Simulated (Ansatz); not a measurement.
# CH7BGeO: one species, many methods

An exercise on one series of results from a longer session: the logs are not shown, and one member is left open.

Computed with Ansatz 0.2.0, Gaussian basis. Level: functionals in def2-TZVPP, the program's frozen cores in correlated methods.

Levels to be run: PBE-D4, r2SCAN-D4, PBE0-D4, B3LYP-D4, ωB97X-V, ωB97M-V, B2PLYP; CCSD(T)/def2-TZVPP; MP2/def2-QZVPP; extrapolation to the limit.

## The relaxed structure

All runs share one geometry, relaxed beforehand with PBE0-D4 in a triple-zeta def2 set.

SMILES `BO[CH2][GeH3]`, 11 atoms, charge 0, spin multiplicity 1.

Atoms are counted from 1 here; the program's logs count them from 0.

Bond lengths: B1–O2 1.341 Å, B1–H5 1.203 Å, B1–H6 1.196 Å, O2–C3 1.419 Å, C3–Ge4 1.974 Å, C3–H7 1.095 Å, C3–H8 1.093 Å, Ge4–H9 1.535 Å, Ge4–H10 1.538 Å, Ge4–H11 1.537 Å. Angles: O2–B1–H5 120.1°, O2–B1–H6 116.7°, H5–B1–H6 123.1°, B1–O2–C3 122.3°, O2–C3–Ge4 110.2°, O2–C3–H7 110.7°, O2–C3–H8 108.1°, Ge4–C3–H7 110.0°, Ge4–C3–H8 109.4°, H7–C3–H8 108.4°, C3–Ge4–H9 109.8°, C3–Ge4–H10 108.9°, C3–Ge4–H11 108.9°, H9–Ge4–H10 109.8°, H9–Ge4–H11 109.7°, H10–Ge4–H11 109.7°.

The first run:

The input, in.yaml:

```yaml
crystal:
  periodic: [false, false, false]
  atoms:
    - {symbol: B, position_ang: [-1.238988, 1.689735, -0.190028]}
    - {symbol: O, position_ang: [-0.432252, 0.952780, 0.586767]}
    - {symbol: C, position_ang: [0.713597, 0.289122, 0.076291]}
    - {symbol: Ge, position_ang: [0.476597, -1.667020, 0.194273]}
    - {symbol: H, position_ang: [-0.994848, 1.821844, -1.360769]}
    - {symbol: H, position_ang: [-2.185425, 2.192229, 0.341065]}
    - {symbol: H, position_ang: [0.900571, 0.582311, -0.961905]}
    - {symbol: H, position_ang: [1.575115, 0.586892, 0.678528]}
    - {symbol: H, position_ang: [0.240961, -2.074224, 1.655453]}
    - {symbol: H, position_ang: [1.744419, -2.355718, -0.339557]}
    - {symbol: H, position_ang: [-0.734247, -2.075149, -0.659615]}
basis:
  gaussian: {orbitals: def2-TZVPP}
hamiltonian: {xc: pbe, dispersion: d4}
output: {forces: true, orbitals: {seedname: orbitals}}
```

Launch:

```console
ansatz run in.yaml --threads 4 --pin off --events-out ev --progress --plain --max-ram 10444MiB
```

Among the steps run: PBE-D4 (GGA); r2SCAN-D4 (meta-GGA); PBE0-D4 (hybrid); B3LYP-D4 (hybrid); ωB97X-V (range-separated); ωB97M-V (range-separated); B2PLYP (double hybrid); CCSD(T) in def2-TZVPP; MP2 in def2-QZVPP.

One table of the session follows, with a row left open; its other results are not shown here.

It belongs to the step «Atomisation energies». 

```
            method  atomisation energy (kcal/mol)
            PBE-D4                          902.7
         r2SCAN-D4                          898.1
           PBE0-D4                          891.3
          B3LYP-D4                          895.4
           ωB97X-V                          898.6
           ωB97M-V                          895.5
            B2PLYP                              ?
     HF/def2-TZVPP                          667.5
    MP2/def2-TZVPP                          884.1
   CCSD/def2-TZVPP                          867.3
CCSD(T)/def2-TZVPP                          878.1
           MP2/CBS                          901.7
       CCSD(T)/CBS                          895.7
```

Q: Estimate the row for B2PLYP from the others.

The run gave: atomisation energy (kcal/mol): 886.9. In the column «atomisation energy (kcal/mol)» it lies between MP2/def2-TZVPP (884.1) and PBE0-D4 (891.3).

To keep in mind: Free atoms (1 B, 1 O, 1 C, 1 Ge, 7 H) were run apart at each level; the atomisation energy is their sum less the molecule, without zero-point or spin-orbit terms.
